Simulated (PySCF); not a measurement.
# C₆H₁₇NSi₂: NMR shifts in solvents

Aim: compute the NMR shifts of C₆H₁₇NSi₂ (`CC(C)(C)N1[SiH2]CC[SiH2]1`), and see what a dielectric continuum does where one was used.

Programs: PySCF 2.14.0, with density-fitted response routines of our own. Each step states its level of theory. These are calculated values for one molecule, in the gas phase or a continuum, unless marked as measured. Atoms count from 0, in the outputs and in this text.

## (1) The molecule as given

26 atoms, charge 0, multiplicity 1; geometry from: GFN2-xTB.

Bonds of the start (Å): C0–C1 1.53, C1–C2 1.53, C1–C3 1.53, C1–N4 1.46, N4–Si5 1.74, Si5–C6 1.90, C6–C7 1.53, C7–Si8 1.90, Si8–N4 1.74, C0–H9 1.09, C0–H10 1.09, C0–H11 1.09, C2–H12 1.09, C2–H13 1.09, C2–H14 1.09, C3–H15 1.09, C3–H16 1.09, C3–H17 1.09, Si5–H18 1.47, Si5–H19 1.47, C6–H20 1.09, C6–H21 1.09, C7–H22 1.09, C7–H23 1.09, Si8–H24 1.47, Si8–H25 1.47.

## (2) Relaxing the molecule at PBE0-D3(BJ)/def2-SVP

What the job is given:

```
{"job": {"xc": "PBE0", "basis": "def2-SVP", "d3": "d3bj", "grid": 1, "kind": "geom"}, "charge": 0, "multiplicity": 1}
C     -1.943372    -0.685159    -1.178161
C     -1.307952     0.056728    -0.000556
C     -1.926571    -0.484671     1.290651
C     -1.618968     1.553239    -0.125228
N      0.134767    -0.137524     0.009590
Si     1.070655    -0.290366    -1.448323
C      2.783966    -0.497217    -0.665267
C      2.792982     0.232780     0.677307
Si     1.079473     0.035831     1.462443
H     -3.026457    -0.593642    -1.136129
H     -1.680487    -1.738737    -1.141321
H     -1.598913    -0.274330    -2.122574
H     -3.011223    -0.414138     1.245111
H     -1.649345    -1.526525     1.425536
H     -1.580181     0.079554     2.151151
H     -1.182947     2.093842     0.710719
H     -2.692919     1.723862    -0.132736
H     -1.194792     1.941421    -1.047599
H      0.715161    -1.475989    -2.237589
H      0.977146     0.907090    -2.300779
H      2.972743    -1.558141    -0.497877
H      3.583984    -0.142009    -1.314463
H      2.992924     1.291734     0.507587
H      3.593133    -0.132439     1.320985
H      0.718971     1.221817     2.253904
H      0.977176    -1.164395     2.306893
```

Log:

```text
step   0  E = -871.69401601  max force = 0.013347
step   1  E = -871.69861872  max force = 0.003779
step   2  E = -871.69879296  max force = 0.001177
step   3  E = -871.69881540  max force = 0.000626
step   4  E = -871.69882338  max force = 0.000781
step   5  E = -871.69883046  max force = 0.000566
step   6  E = -871.69883240  max force = 0.000470
step   7  E = -871.69883486  max force = 0.000355
optimisation converged
```

Wall time 4.3 min (1 thread, shared host).

The steps of the relaxation:

```
step  energy from step 0 (eV)  largest force component (eV/Å)
   0                   0.0000                          0.6863
   1                  -0.1252                          0.1943
   2                  -0.1300                          0.0605
   3                  -0.1306                          0.0322
   4                  -0.1308                          0.0402
   5                  -0.1310                          0.0291
   6                  -0.1311                          0.0242
   7                  -0.1311                          0.0183
```

Close pairs (by a distance rule), those that changed most:

```
   bond  before (Å)  after (Å)  change (Å)
Si5–H19       1.473      1.503      +0.030
Si8–H25       1.471      1.500      +0.029
Si5–H18       1.468      1.497      +0.029
Si8–H24       1.471      1.499      +0.028
  C1–N4       1.456      1.477      +0.022
 C2–H14       1.086      1.103      +0.017
 C0–H11       1.086      1.103      +0.017
 N4–Si8       1.742      1.758      +0.016
```

The end geometry stands in the next job.

```
                         at the end point                value
  point group (found at 0.08 Å tolerance)                   C1
rotational constants (GHz, main isotopes)  1.813, 0.925, 0.732
                        dipole moment (D)                 0.26
```

## (3) Shielding tensors: PBE0/pcSseg-1 in dichloromethane

What the job is given:

```
{"job": {"kind": "nmr", "xc": "PBE0", "basis": "pcSseg-1", "solvent": "dichloromethane", "pop": true}, "charge": 0, "multiplicity": 1}
C     -2.020088    -0.450267    -1.228126
C     -1.410736     0.253202    -0.015164
C     -2.021590    -0.344778     1.253552
C     -1.723268     1.751573    -0.089491
N      0.053057     0.053664     0.002466
Si     1.039914    -0.188270    -1.428923
C      2.744357    -0.352751    -0.629259
C      2.740483     0.478709     0.665907
Si     1.029447     0.297696     1.443994
H     -3.111685    -0.312846    -1.243527
H     -1.807050    -1.529506    -1.206781
H     -1.626643    -0.038857    -2.172532
H     -3.114646    -0.216676     1.259321
H     -1.794650    -1.419195     1.323504
H     -1.631092     0.147653     2.159562
H     -1.302108     2.282287     0.777874
H     -2.809401     1.934072    -0.106426
H     -1.286097     2.189876    -0.999833
H      0.679293    -1.414138    -2.207992
H      0.961863     0.966576    -2.387749
H      2.892421    -1.422017    -0.398342
H      3.561095    -0.066507    -1.312084
H      2.879271     1.548972     0.433838
H      3.557244     0.197821     1.350677
H      0.618862     1.517327     2.213055
H      0.961769    -0.854759     2.401993
```

With the program's defaults for keys left out, this is: GIAO PBE0/pcSseg-1 NMR shielding, non-relativistic, IEF-PCM dichloromethane.

Log:

```text
coarse grid: 21368 points
cycle   1  E = -871.8698535620  dE =  6.617e-01  |g| = 5.815e-01  |ddm| = 4.424e+00
cycle   2  E = -871.8179904333  dE =  5.186e-02  |g| = 7.472e-01  |ddm| = 1.265e+00
cycle   3  E = -871.9513052630  dE = -1.333e-01  |g| = 1.102e-01  |ddm| = 8.335e-01
cycle   4  E = -871.9536869476  dE = -2.382e-03  |g| = 3.614e-02  |ddm| = 1.358e-01
cycle   5  E = -871.9539729665  dE = -2.860e-04  |g| = 7.833e-03  |ddm| = 3.637e-02
cycle   6  E = -871.9539860189  dE = -1.305e-05  |g| = 2.453e-03  |ddm| = 9.032e-03
cycle   7  E = -871.9539875218  dE = -1.503e-06  |g| = 2.906e-04  |ddm| = 2.277e-03
final grid: 193416 points
cycle   8  E = -872.0057403121  dE = -6.011e-05  |g| = 9.629e-03  |ddm| = 4.355e-02
cycle   9  E = -872.0057261609  dE =  1.415e-05  |g| = 1.224e-02  |ddm| = 2.146e-02
cycle  10  E = -872.0057643690  dE = -3.821e-05  |g| = 1.343e-03  |ddm| = 1.268e-02
cycle  11  E = -872.0057647265  dE = -3.575e-07  |g| = 3.974e-04  |ddm| = 1.619e-03
cycle  12  E = -872.0057647589  dE = -3.240e-08  |g| = 7.874e-05  |ddm| = 3.859e-04
cycle  13  E = -872.0057647601  dE = -1.223e-09  |g| = 2.821e-05  |ddm| = 8.086e-05
cycle  14  E = -872.0057647603  dE = -1.805e-10  |g| = 1.613e-06  |ddm| = 2.236e-05
converged SCF energy = -872.0057647603

GIAO shielding tensors (ppm)
atom      isotropic    diamagn.    paramagn.     s11        s22        s33       span
  0 C      148.651     249.885    -101.235    132.043    135.618    178.291     46.247
  1 C      133.137     233.580    -100.443    115.158    125.441    158.811     43.652
  2 C      149.737     249.288     -99.551    133.914    134.803    180.494     46.581
  3 C      155.919     247.526     -91.607    134.981    148.922    183.854     48.873
  4 N      211.748     331.695    -119.947    168.963    191.575    274.706    105.743
  5 Si     379.326     881.979    -502.654    332.539    370.514    434.923    102.384
  6 C      178.000     256.147     -78.147    166.164    175.969    191.867     25.703
  7 C      177.357     255.649     -78.293    165.880    175.442    190.748     24.868
  8 Si     378.389     881.932    -503.543    333.561    367.433    434.172    100.611
  9 H       29.952      30.645      -0.693     26.062     27.495     36.299     10.237
 10 H       29.729      31.592      -1.863     26.649     27.663     34.875      8.226
 11 H       29.732      31.530      -1.798     25.875     28.692     34.627      8.752
 12 H       30.027      30.585      -0.557     26.119     27.354     36.609     10.490
 13 H       29.859      31.380      -1.521     27.085     27.510     34.981      7.896
 14 H       29.699      31.404      -1.705     25.572     29.019     34.505      8.933
 15 H       29.639      31.126      -1.486     25.503     28.985     34.430      8.927
 16 H       30.333      30.421      -0.089     26.332     27.514     37.151     10.820
 17 H       29.911      31.070      -1.160     26.246     28.645     34.841      8.595
 18 H       26.521      30.948      -4.428     22.475     25.568     31.519      9.044
 19 H       26.406      30.987      -4.581     22.343     24.829     32.045      9.702
 20 H       30.163      31.799      -1.636     26.013     27.301     37.174     11.161
 21 H       30.105      29.412       0.693     24.851     27.031     38.434     13.583
 22 H       30.228      31.558      -1.330     26.183     27.453     37.047     10.864
 23 H       30.131      29.313       0.818     24.752     27.159     38.482     13.731
 24 H       26.308      30.973      -4.665     22.466     25.476     30.982      8.516
 25 H       26.635      30.932      -4.296     22.468     25.050     32.388      9.919
```

It took 70 s on 1 thread, shared host.

Shifts follow as δ = σ(reference) − σ, with reference shieldings (ppm) from runs at the same level and on the same kind of geometry: 1H TMS 31.24, 13C TMS 185.3, 29Si TMS 351.8, 15N NH3 268.2. The references are single molecules in the same continuum, so shifts against H2O, NH3, PH3, H3PO4 or CFCl3 are not on the usual liquid scales and can be off by tens of ppm. Atoms listed in one row are averaged.

| atoms | environment | σ (ppm) | δ (ppm) |
| --- | --- | --- | --- |
| C1 | fully substituted sp3 carbon bonded to N | 133.1 | 52.2 |
| C0, C2, C3 | methyl carbon | 151.4 | 33.9 |
| C6, C7 | sp3 CH2 bonded to Si | 177.7 | 7.6 |
| H18, H19, H24, H25 | hydrogen on a silicon bonded to C, N, in a 5-membered ring | 26.47 | 4.78 |
| H9, H10, H11, H12, H13 and 4 more | hydrogen on a methyl carbon | 29.88 | 1.37 |
| H20, H21, H22, H23 | hydrogen on an sp3 CH2 bonded to Si | 30.16 | 1.09 |
| N4 | nitrogen bonded to C, 2 Si, in a 5-membered ring | 211.7 | 56.4 |
| Si5, Si8 | silicon bonded to C, N, 2 H, in a 5-membered ring | 378.9 | -27.0 |

The run also stored atomic charges by several schemes (e):

| atoms | Mulliken | IAO | Hirshfeld | ESP fit |
| --- | --- | --- | --- | --- |
| C0, C2, C3 | -0.19 | -0.41 | -0.12 | -0.60 |
| C1 | -0.27 | 0.16 | 0.07 | 0.79 |
| N4 | -0.91 | -0.76 | -0.25 | -0.60 |
| Si5, Si8 | 0.77 | 0.85 | 0.35 | 0.50 |
| C6, C7 | -0.55 | -0.53 | -0.16 | -0.21 |

Mayer bond orders: C0–C1 1.04, C1–C2 1.03, C1–C3 1.01, C1–N4 0.83, N4–Si5 0.93, Si5–C6 0.93, C6–C7 1.01, C7–Si8 0.93, Si8–N4 0.92.

Ring of atoms N4, Si5, C6, C7, Si8: NICS(0) -5.2, NICS(1) -3.0, NICS(1)zz 0.4 ppm (means of both faces).

## (4) Nuclear shieldings: PBE0/pcSseg-1 in methanol

The job, as its differences from that of step 3:

```diff
@@ -1,2 +1,2 @@
-{"job": {"kind": "nmr", "xc": "PBE0", "basis": "pcSseg-1", "solvent": "dichloromethane", "pop": true}, "charge": 0, "multiplicity": 1}
+{"job": {"kind": "nmr", "xc": "PBE0", "basis": "pcSseg-1", "solvent": "methanol", "pop": false}, "charge": 0, "multiplicity": 1}
 C     -2.020088    -0.450267    -1.228126
```

Method: GIAO PBE0/pcSseg-1 NMR shielding, non-relativistic, IEF-PCM methanol.

Log:

```text
coarse grid: 21368 points
cycle   1  E = -871.8704211931  dE =  6.612e-01  |g| = 5.807e-01  |ddm| = 4.424e+00
cycle   2  E = -871.8197098021  dE =  5.071e-02  |g| = 7.436e-01  |ddm| = 1.259e+00
cycle   3  E = -871.9516899448  dE = -1.320e-01  |g| = 1.091e-01  |ddm| = 8.252e-01
cycle   4  E = -871.9540194563  dE = -2.330e-03  |g| = 3.603e-02  |ddm| = 1.342e-01
cycle   5  E = -871.9543036294  dE = -2.842e-04  |g| = 7.696e-03  |ddm| = 3.607e-02
cycle   6  E = -871.9543161902  dE = -1.256e-05  |g| = 2.423e-03  |ddm| = 8.843e-03
cycle   7  E = -871.9543176576  dE = -1.467e-06  |g| = 2.879e-04  |ddm| = 2.275e-03
final grid: 193416 points
cycle   8  E = -872.0060659914  dE = -6.025e-05  |g| = 9.610e-03  |ddm| = 4.355e-02
cycle   9  E = -872.0060522343  dE =  1.376e-05  |g| = 1.217e-02  |ddm| = 2.135e-02
cycle  10  E = -872.0060899887  dE = -3.775e-05  |g| = 1.324e-03  |ddm| = 1.253e-02
cycle  11  E = -872.0060903350  dE = -3.463e-07  |g| = 3.966e-04  |ddm| = 1.595e-03
cycle  12  E = -872.0060903673  dE = -3.232e-08  |g| = 7.830e-05  |ddm| = 3.859e-04
cycle  13  E = -872.0060903685  dE = -1.213e-09  |g| = 2.831e-05  |ddm| = 8.165e-05
cycle  14  E = -872.0060903687  dE = -1.762e-10  |g| = 1.631e-06  |ddm| = 2.306e-05
converged SCF energy = -872.0060903687

GIAO shielding tensors (ppm)
atom      isotropic    diamagn.    paramagn.     s11        s22        s33       span
  0 C      148.722     249.952    -101.230    132.139    135.664    178.362     46.223
  1 C      133.122     233.567    -100.445    115.143    125.416    158.808     43.666
  2 C      149.806     249.360     -99.554    134.010    134.830    180.577     46.567
  3 C      156.025     247.596     -91.570    135.092    149.010    183.974     48.882
  4 N      211.548     331.699    -120.151    168.704    191.359    274.581    105.877
  5 Si     379.282     881.974    -502.691    332.435    370.523    434.889    102.455
  6 C      178.053     256.170     -78.117    166.182    176.047    191.930     25.748
  7 C      177.407     255.670     -78.263    165.898    175.531    190.790     24.893
  8 Si     378.341     881.927    -503.585    333.457    367.443    434.125    100.668
  9 H       29.925      30.621      -0.696     26.028     27.465     36.283     10.255
 10 H       29.741      31.610      -1.869     26.664     27.670     34.889      8.224
 11 H       29.728      31.532      -1.804     25.875     28.681     34.627      8.752
 12 H       29.999      30.561      -0.562     26.084     27.323     36.592     10.508
 13 H       29.874      31.401      -1.527     27.104     27.520     34.998      7.893
 14 H       29.695      31.406      -1.711     25.572     29.009     34.505      8.933
 15 H       29.644      31.138      -1.494     25.507     28.987     34.438      8.931
 16 H       30.310      30.404      -0.094     26.301     27.488     37.140     10.839
 17 H       29.916      31.085      -1.169     26.251     28.648     34.850      8.599
 18 H       26.531      30.969      -4.438     22.488     25.578     31.528      9.040
 19 H       26.416      31.005      -4.590     22.355     24.839     32.054      9.699
 20 H       30.151      31.785      -1.634     25.997     27.287     37.169     11.172
 21 H       30.092      29.396       0.696     24.833     27.013     38.430     13.597
 22 H       30.213      31.541      -1.328     26.164     27.434     37.042     10.878
 23 H       30.119      29.298       0.820     24.736     27.142     38.478     13.743
 24 H       26.312      30.981      -4.670     22.471     25.480     30.985      8.514
 25 H       26.651      30.959      -4.308     22.485     25.066     32.401      9.916
```

It took 61 s on 1 thread, shared host.

Key values: δ C1 52.3, C0 33.9, C6 7.7, N4 57.0, H18 4.76, H9 1.37 ppm (means over like atoms).

## (5) Comparing the runs: NMR shifts

Shifts (ppm) of some atoms, chosen among heavy atoms and hydrogens apart, means over like atoms, with basis size and wall time:

| run | C1 | C0 | C6 | H18 | H20 | N4 | Si5 | functions | time |
| --- | --- | --- | --- | --- | --- | --- | --- | --- | --- |
| PBE0/pcSseg-1 in dichloromethane | 52.2 | 33.9 | 7.6 | 4.78 | 1.09 | 56.4 | -27.0 | 252 | 70 s |
| PBE0/pcSseg-1 in methanol | 52.3 | 33.9 | 7.7 | 4.76 | 1.10 | 57.0 | -27.0 | 252 | 61 s |

The continuum's effect on the ground state:

```csv
solvent,ε,polarisation energy (Eh),μ (D)
dichloromethane,8.93,-0.0022,0.40
methanol,32.61,-0.0026,0.42
```

## (6) Summary of results

```
                                                                                 quantity                 value
                                                                              point group                    C1
                                                     rotational constants (main isotopes)  1.81, 0.93, 0.73 GHz
 13C shifts against TMS (PBE0/pcSseg-1, dichloromethane, means over atoms taken as alike)   52.2, 33.9, 7.6 ppm
  1H shifts against TMS (PBE0/pcSseg-1, dichloromethane, means over atoms taken as alike)  4.78, 1.37, 1.09 ppm
                                  15N shifts against NH3 (PBE0/pcSseg-1, dichloromethane)              56.4 ppm
29Si shifts against TMS (PBE0/pcSseg-1, dichloromethane, means over atoms taken as alike)             -27.0 ppm
                                                                 range of the shift of N4      56.4 to 57.0 ppm
```

What this shows: Over 7 steps the energy fell by 0.131 eV; of the close pairs, Si5–H19 changed most, 1.473 to 1.503 Å. No frequency check was run at this level, so the end point may be a saddle. In ppm, N4 moves most: its shift spreads over 0.5 ppm, from 56.4 (PBE0/pcSseg-1 in dichloromethane) to 57.0 (PBE0/pcSseg-1 in methanol). Part of that comes from the computed reference. The continuum holds electrostatics alone: no hydrogen bonds to the solvent, and the gas-phase geometry is kept.
